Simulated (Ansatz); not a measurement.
**Ag+ with H₂O₂: structure and interaction energy**

An exercise on one series of results from a longer session: the logs are not shown, and one member is left open.

The runs use Ansatz 0.2.0, Gaussian basis; PBE0-D4 structure, single points in def2-TZVPPD.

Levels: PBE-D4, revPBE-D4, BLYP-D4, r2SCAN-D4, B97M-V, PBE0-D4, B3LYP-D4, HSE06-D4, wB97X-V, wB97M-V, B2PLYP, Hartree-Fock, MP2, CCSD, CCSD(T). The reference is CCSD(T) extrapolated to the basis limit. For elements past Ar these valence bases correlate outer-core shells poorly, so that limit is rough.

Cores are frozen in the correlated methods. Filled d shells of the heavier atoms are correlated. Core potentials replace the inner electrons past krypton, and spin-orbit coupling is left out. B3LYP uses VWN-RPA correlation. B2PLYP carries no dispersion term here.

25 further runs of the same task are left out: 25 set aside as unsound or not needed.

## Where the work starts

The pair, from a GFN2-xTB docking trial: 5 atoms, charge 1, spin multiplicity 1.

Atoms are counted from 1 here; the program's logs count them from 0.

Bond lengths: Ag1–O2 2.428 Å, Ag1–O3 2.424 Å, O2–O3 1.428 Å, O2–H4 0.979 Å, O3–H5 0.978 Å. Angles: O2–Ag1–O3 34.2°, Ag1–O2–O3 72.8°, Ag1–O2–H4 134.3°, O3–O2–H4 105.0°, Ag1–O3–O2 73.0°, Ag1–O3–H5 136.3°, O2–O3–H5 105.2°.

As a file:

```xyz
5

Ag    0.0818    0.0535   -2.1122
O    -0.7211    0.0484    0.1789
O     0.7030   -0.0478    0.2290
H    -1.0437   -0.6462    0.7893
H     0.9800    0.5922    0.9150
```

Atoms 1 to 1 are fragment A (Ag+), the rest fragment B (H₂O₂).

The first run:

Input file pre/in.yaml:

```yaml
crystal:
  periodic: [false, false, false]
  atoms:
    - {symbol: Ag, position_ang: [0.081800, 0.053500, -2.112200]}
    - {symbol: O, position_ang: [-0.721100, 0.048400, 0.178900]}
    - {symbol: O, position_ang: [0.703000, -0.047800, 0.229000]}
    - {symbol: H, position_ang: [-1.043700, -0.646200, 0.789300]}
    - {symbol: H, position_ang: [0.980000, 0.592200, 0.915000]}
basis:
  gaussian: {orbitals: def2-SVP}
total_charge: 1
hamiltonian: {xc: pbe, dispersion: d4}
relax: {f_tol: 0.03, max_steps: 250}
```

The command line of these runs was not kept.

Among the steps run: A first relaxation in a small basis; Relaxation at PBE0-D4; CCSD(T)/def2-TZVPPD; MP2/def2-QZVPPD; Vibrations of the pair.

One table of the session follows, with a row left open; its other results are not shown here.

| method | interaction (meV) |
| --- | --- |
| PBE-D4 | -1324 |
| revPBE-D4 | -1219 |
| BLYP-D4 | -1316 |
| r2SCAN-D4 | ? |
| B97M-V | -1289 |
| PBE0-D4 | -1223 |
| B3LYP-D4 | -1251 |
| HSE06-D4 | -1220 |
| wB97X-V | -1190 |
| wB97M-V | -1188 |
| B2PLYP | -1169 |
| Hartree-Fock | -864 |
| MP2 | -1136 |
| CCSD | -1067 |
| CCSD(T) | -1100 |
| CCSD(T)/CBS | -1213 |

**Question.** Estimate the row for r2SCAN-D4.

**Answer.** interaction (meV): -1361. In the column «interaction (meV)» it is the lowest.
